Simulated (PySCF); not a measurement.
# C3H3F3O: excited states, first hyperpolarisability

What do calculations give for the excited states, first hyperpolarisability of C3H3F3O (`O=CCC(F)(F)F`)?

Computed with PySCF 2.14.0 and routines of our own; the level stands in each step. Atoms count from 0.

### 1 The system as given

10 atoms, charge 0, multiplicity 1; geometry from: GFN2-xTB.

### 2 Optimising the geometry at PBE0-D3(BJ)/def2-SVP

The job: settings as JSON, then the geometry in Å.

```
{"job": {"xc": "PBE0", "basis": "def2-SVP", "d3": "d3bj", "grid": 2, "kind": "geom"}, "charge": 0, "multiplicity": 1}
O      2.335958     0.857464    -0.101818
C      1.172365     0.820313     0.152672
C      0.363806    -0.461363     0.240452
C     -1.046531    -0.276711    -0.286764
F     -1.066608     0.072198    -1.578413
F     -1.768450    -1.399819    -0.177969
F     -1.715569     0.676156     0.378904
H      0.583938     1.729335     0.369066
H      0.292832    -0.749460     1.293661
H      0.857141    -1.263458    -0.312319
```

On the command line:

```bash
> OMP_NUM_THREADS=1 python excited_run.py task.json out
```

One launch serves the whole session: the jobs run in the order shown.

Log:

```text
step   0  E = -490.01446166  max force = 0.010251
step   1  E = -490.01458150  max force = 0.008595
step   2  E = -490.01500887  max force = 0.004359
step   3  E = -490.01493104  max force = 0.005613
step   4  E = -490.01519584  max force = 0.001268
step   5  E = -490.01521984  max force = 0.000400
step   6  E = -490.01523266  max force = 0.000339
optimisation converged
```

Run time: 39 s. Hardware: 1 thread of Arm Neoverse V1, shared host; peak memory 0.65 GiB.

Step by step: (the energy doesn't fall at every step)

| step | energy from step 0 (eV) | largest force component (eV/Å) |
| --- | --- | --- |
| 0 | 0.0000 | 0.5271 |
| 1 | -0.0033 | 0.4420 |
| 2 | -0.0149 | 0.2241 |
| 3 | -0.0128 | 0.2886 |
| 4 | -0.0200 | 0.0652 |
| 5 | -0.0206 | 0.0206 |
| 6 | -0.0210 | 0.0174 |

Close pairs (by a distance rule), those that changed most:

| bond | before (Å) | after (Å) | change (Å) |
| --- | --- | --- | --- |
| C1–H7 | 1.104 | 1.119 | +0.015 |
| C2–C3 | 1.517 | 1.508 | -0.009 |
| C2–H8 | 1.094 | 1.103 | +0.009 |
| C3–F5 | 1.340 | 1.332 | -0.007 |
| O0–C1 | 1.192 | 1.198 | +0.006 |
| C2–H9 | 1.092 | 1.098 | +0.006 |
| C1–C2 | 1.518 | 1.512 | -0.006 |
| C3–F4 | 1.338 | 1.335 | -0.003 |

The next job starts from the end point, and lists it.

| at the end point | value |
| --- | --- |
| point group (found at 0.08 Å tolerance) | C1 |
| rotational constants (GHz, main isotopes) | 5.198, 1.629, 1.614 |
| dipole moment (D) | 1.63 |

### 3 Excited states: TDA CAM-B3LYP/def2-TZVPD

The job: settings as JSON, then the geometry in Å.

```
{"job": {"kind": "states", "xc": "CAM-B3LYP", "basis": "def2-TZVPD", "tda": true, "soc": true, "nstates": 6, "ntriplets": 5, "nquad": 4}, "charge": 0, "multiplicity": 1}
O      2.302509     0.653671     0.575828
C      1.106511     0.719637     0.550555
C      0.214071    -0.479584     0.323464
C     -0.921061    -0.196170    -0.627731
F     -0.466738     0.205268    -1.817371
F     -1.675661    -1.276510    -0.822292
F     -1.715240     0.773068    -0.156947
H      0.568026     1.685517     0.722886
H     -0.231970    -0.769384     1.289505
H      0.816518    -1.317947    -0.051127
```

Level: TDA CAM-B3LYP/def2-TZVPD excited states, vertical, gas phase, spin-orbit mean-field couplings.

Log:

```text
coarse grid: 9464 points
cycle   1  E = -490.6551697167  dE =  1.332e+00  |g| = 1.262e+00  |ddm| = 2.771e+00
cycle   2  E = -490.2557813959  dE =  3.994e-01  |g| = 2.036e+00  |ddm| = 2.055e+00
cycle   3  E = -490.9329591385  dE = -6.772e-01  |g| = 2.009e-01  |ddm| = 1.326e+00
cycle   4  E = -490.9386285372  dE = -5.669e-03  |g| = 9.482e-02  |ddm| = 1.530e-01
cycle   5  E = -490.9400293248  dE = -1.401e-03  |g| = 1.581e-02  |ddm| = 6.113e-02
cycle   6  E = -490.9400744814  dE = -4.516e-05  |g| = 5.246e-03  |ddm| = 1.945e-02
cycle   7  E = -490.9400806462  dE = -6.165e-06  |g| = 1.135e-03  |ddm| = 7.237e-03
final grid: 95760 points
cycle   8  E = -490.9435851878  dE = -5.595e-05  |g| = 5.021e-03  |ddm| = 9.428e-02
cycle   9  E = -490.9435824472  dE =  2.741e-06  |g| = 6.532e-03  |ddm| = 8.908e-03
cycle  10  E = -490.9435890693  dE = -6.622e-06  |g| = 8.414e-04  |ddm| = 4.094e-03
cycle  11  E = -490.9435891668  dE = -9.747e-08  |g| = 3.961e-04  |ddm| = 6.232e-04
cycle  12  E = -490.9435891906  dE = -2.385e-08  |g| = 7.780e-05  |ddm| = 2.965e-04
cycle  13  E = -490.9435891918  dE = -1.141e-09  |g| = 1.596e-05  |ddm| = 7.199e-05
cycle  14  E = -490.9435891919  dE = -6.935e-11  |g| = 4.749e-06  |ddm| = 2.791e-05
converged SCF energy = -490.9435891919

Singlet excitations
state   eV       nm        f     d(h-e)  d(exc)  Lambda  PR(NTO)  |dmu|/D   mu/D   main configurations
  1   4.2989   288.4   0.00009   0.447   1.925   0.529   1.002    0.989    1.367   H->L 0.97
  2   7.4701   166.0   0.00613   0.880   3.415   0.243   1.010    3.512    2.914   H->L+1 0.75, H->L+2 0.11, H->L+3 0.09
  3   8.0771   153.5   0.07526   0.949   3.627   0.248   1.017    2.267    1.664   H->L+2 0.75
  4   8.5008   145.9   0.03438   0.564   3.735   0.204   1.032    0.578    1.498   H->L+4 0.66, H->L+3 0.10
  5   8.5909   144.3   0.00902   1.140   3.898   0.216   1.031                     H->L+3 0.51, H->L+4 0.16, H->L+7 0.10
  6   8.8960   139.4   0.00399   0.789   2.444   0.497   1.018                     H-2->L 0.69, H-6->L 0.12, H-1->L 0.08

Triplet excitations (Tamm-Dancoff)
state   eV     d(h-e)  d(exc)  Lambda  PR(NTO)   main configurations
  1   3.6490   0.444   1.901   0.528   1.003   H->L 0.97
  2   5.9818   0.444   1.768   0.634   1.008   H-1->L 0.67, H-4->L 0.13, H-2->L 0.12
  3   7.3330   0.878   3.342   0.243   1.011   H->L+1 0.73, H->L+2 0.13
  4   7.8608   0.838   3.445   0.244   1.016   H->L+2 0.67, H->L+3 0.12
  5   8.1311   0.440   2.034   0.468   1.037   H-2->L 0.31, H-7->L 0.24, H-6->L 0.17
S1 - T1 = 0.6498 eV

Spin-orbit couplings |<S|Hso|T>| (cm-1)
             T1       T2       T3       T4       T5
S0       60.264    0.690    6.644    3.704   55.593
S1        0.072   44.422    6.824    2.126   49.291
S2        6.960    0.153    0.504    1.077    1.176
S3        3.576    0.503    1.034    0.761    2.011
S4        7.840    0.567    1.706    2.000    3.335
S5        7.613    0.199    0.528    1.845    3.258
S6       34.866   24.052    0.600    0.897    4.219
T1 sublevels (cm-1): 0.000 0.039 0.229   radiative rates (1/s): 0.366 1.08 146
```

Wall time 68 s (1 thread of Arm Neoverse V1, shared host); peak memory 1.1 GiB.

Key values:

| quantity | value |
| --- | --- |
| S1 less T1 | 0.65 eV |

### 4 Excited states: TDDFT CAM-B3LYP/def2-TZVPD

The job, as its differences from that of step 3:

```diff
@@ -1,2 +1,2 @@
-{"job": {"kind": "states", "xc": "CAM-B3LYP", "basis": "def2-TZVPD", "tda": true, "soc": true, "nstates": 6, "ntriplets": 5, "nquad": 4}, "charge": 0, "multiplicity": 1}
+{"job": {"kind": "states", "xc": "CAM-B3LYP", "basis": "def2-TZVPD", "tpa": true, "nstates": 8, "nquad": 6, "ntriplets": 0}, "charge": 0, "multiplicity": 1}
 O      2.302509     0.653671     0.575828
```

Method: TDDFT CAM-B3LYP/def2-TZVPD excited states, vertical, gas phase, two-photon moments by quadratic response.

Log:

```text
coarse grid: 9464 points
cycle   1  E = -490.6551697167  dE =  1.332e+00  |g| = 1.262e+00  |ddm| = 2.771e+00
cycle   2  E = -490.2557813959  dE =  3.994e-01  |g| = 2.036e+00  |ddm| = 2.055e+00
cycle   3  E = -490.9329591385  dE = -6.772e-01  |g| = 2.009e-01  |ddm| = 1.326e+00
cycle   4  E = -490.9386285372  dE = -5.669e-03  |g| = 9.482e-02  |ddm| = 1.530e-01
cycle   5  E = -490.9400293248  dE = -1.401e-03  |g| = 1.581e-02  |ddm| = 6.113e-02
cycle   6  E = -490.9400744814  dE = -4.516e-05  |g| = 5.246e-03  |ddm| = 1.945e-02
cycle   7  E = -490.9400806462  dE = -6.165e-06  |g| = 1.135e-03  |ddm| = 7.237e-03
final grid: 95760 points
cycle   8  E = -490.9435851878  dE = -5.595e-05  |g| = 5.021e-03  |ddm| = 9.428e-02
cycle   9  E = -490.9435824472  dE =  2.741e-06  |g| = 6.532e-03  |ddm| = 8.908e-03
cycle  10  E = -490.9435890693  dE = -6.622e-06  |g| = 8.414e-04  |ddm| = 4.094e-03
cycle  11  E = -490.9435891668  dE = -9.747e-08  |g| = 3.961e-04  |ddm| = 6.232e-04
cycle  12  E = -490.9435891906  dE = -2.385e-08  |g| = 7.780e-05  |ddm| = 2.965e-04
cycle  13  E = -490.9435891918  dE = -1.141e-09  |g| = 1.596e-05  |ddm| = 7.199e-05
cycle  14  E = -490.9435891919  dE = -6.935e-11  |g| = 4.749e-06  |ddm| = 2.791e-05
converged SCF energy = -490.9435891919

Singlet excitations
state   eV       nm        f     d(h-e)  d(exc)  Lambda  PR(NTO)  |dmu|/D   mu/D   delta(TPA)   sigma/GM   main configurations
  1   4.2657   290.7   0.00009   0.446   1.928   0.529   1.004    1.002    1.366        0.20      0.001   H->L 0.97
  2   7.4613   166.2   0.00548   0.885   3.420   0.243   1.011    3.496    2.884       83.14      1.696   H->L+1 0.75, H->L+2 0.11, H->L+3 0.09
  3   8.0661   153.7   0.06792   0.941   3.626   0.248   1.018    2.219    1.635       28.75      0.685   H->L+2 0.75
  4   8.4903   146.0   0.03082   0.588   3.743   0.210   1.051    0.568    1.262      122.57      3.237   H->L+4 0.62, H->L+3 0.13
  5   8.5841   144.4   0.00782   1.105   3.858   0.218   1.045    2.978    3.515      102.88      2.777   H->L+3 0.47, H->L+4 0.20, H->L+7 0.10
  6   8.8630   139.9   0.00484   0.743   2.434   0.498   1.022    2.546    3.468        5.45      0.157   H-2->L 0.66, H-6->L 0.12, H-1->L 0.09
  7   9.0307   137.3   0.18604   0.119   2.893   0.516   1.920                                            H-1->L 0.60, H->L+6 0.12
  8   9.2271   134.4   0.01635   1.077   3.456   0.307   1.503                                            H->L+6 0.29, H->L+5 0.21, H-1->L 0.18
```

Wall time 96 s (1 thread of Arm Neoverse V1, shared host); peak memory 1.1 GiB.

### 5 First hyperpolarisability: quadratic response CAM-B3LYP/def2-TZVPD

The job, as its differences from that of step 4:

```diff
@@ -1,2 +1,2 @@
-{"job": {"kind": "states", "xc": "CAM-B3LYP", "basis": "def2-TZVPD", "tpa": true, "nstates": 8, "nquad": 6, "ntriplets": 0}, "charge": 0, "multiplicity": 1}
+{"job": {"kind": "beta", "xc": "CAM-B3LYP", "basis": "def2-TZVPD"}, "charge": 0, "multiplicity": 1}
 O      2.302509     0.653671     0.575828
```

Level: quadratic response CAM-B3LYP/def2-TZVPD first hyperpolarisability, Taylor convention, gas phase.

Log:

```text
coarse grid: 9464 points
cycle   1  E = -490.6551697167  dE =  1.332e+00  |g| = 1.262e+00  |ddm| = 2.771e+00
cycle   2  E = -490.2557813959  dE =  3.994e-01  |g| = 2.036e+00  |ddm| = 2.055e+00
cycle   3  E = -490.9329591385  dE = -6.772e-01  |g| = 2.009e-01  |ddm| = 1.326e+00
cycle   4  E = -490.9386285372  dE = -5.669e-03  |g| = 9.482e-02  |ddm| = 1.530e-01
cycle   5  E = -490.9400293248  dE = -1.401e-03  |g| = 1.581e-02  |ddm| = 6.113e-02
cycle   6  E = -490.9400744814  dE = -4.516e-05  |g| = 5.246e-03  |ddm| = 1.945e-02
cycle   7  E = -490.9400806462  dE = -6.165e-06  |g| = 1.135e-03  |ddm| = 7.237e-03
final grid: 95760 points
cycle   8  E = -490.9435851878  dE = -5.595e-05  |g| = 5.021e-03  |ddm| = 9.428e-02
cycle   9  E = -490.9435824472  dE =  2.741e-06  |g| = 6.532e-03  |ddm| = 8.908e-03
cycle  10  E = -490.9435890693  dE = -6.622e-06  |g| = 8.414e-04  |ddm| = 4.094e-03
cycle  11  E = -490.9435891668  dE = -9.747e-08  |g| = 3.961e-04  |ddm| = 6.232e-04
cycle  12  E = -490.9435891906  dE = -2.385e-08  |g| = 7.780e-05  |ddm| = 2.965e-04
cycle  13  E = -490.9435891918  dE = -1.141e-09  |g| = 1.596e-05  |ddm| = 7.199e-05
cycle  14  E = -490.9435891919  dE = -6.935e-11  |g| = 4.749e-06  |ddm| = 2.791e-05
converged SCF energy = -490.9435891919

Lowest singlets (eV, f): 4.2657 0.0001  7.4613 0.0055  8.0661 0.0679

First hyperpolarisability (au)
process     nm      |vector|   parallel      HRS      DR
static         -       46.91     -18.36      19.04   5.359
shg       1907.0       47.96     -18.85      19.47   5.369
eope      1907.0       47.25     -18.52          -       -
shg       1064.0       50.49     -20.04      20.48   5.393
eope      1064.0       48.04     -18.89          -       -
```

It took 54 s on 1 thread of Arm Neoverse V1, shared host; peak memory 1 GiB.

### 6 Results

| quantity | value |
| --- | --- |
| point group | C1 |
| rotational constants (main isotopes) | 5.20, 1.63, 1.61 GHz |
| S1 less T1 (step 3, TDA CAM-B3LYP/def2-TZVPD) | 0.65 eV |
| β vector (step 5, quadratic response CAM-B3LYP/def2-TZVPD) | static 47, SHG 1907.0 nm 48, SHG 1064.0 nm 50 au |

**Reading.** The optimisation took 6 steps and gained 0.021 eV; among the close pairs (by a distance rule), C1–H7 changed most, from 1.104 to 1.119 Å. No frequency check was run at this level, so the end point may be a saddle. In step 3, the number of triplets below S1 is 1, and the largest singlet-triplet spin-orbit coupling is S0–T1, 60.26 cm⁻¹. β grows from 47 au (static) to 50 au for doubling at 1064.0 nm: normal dispersion, which grows as twice the photon energy moves toward the bright states.
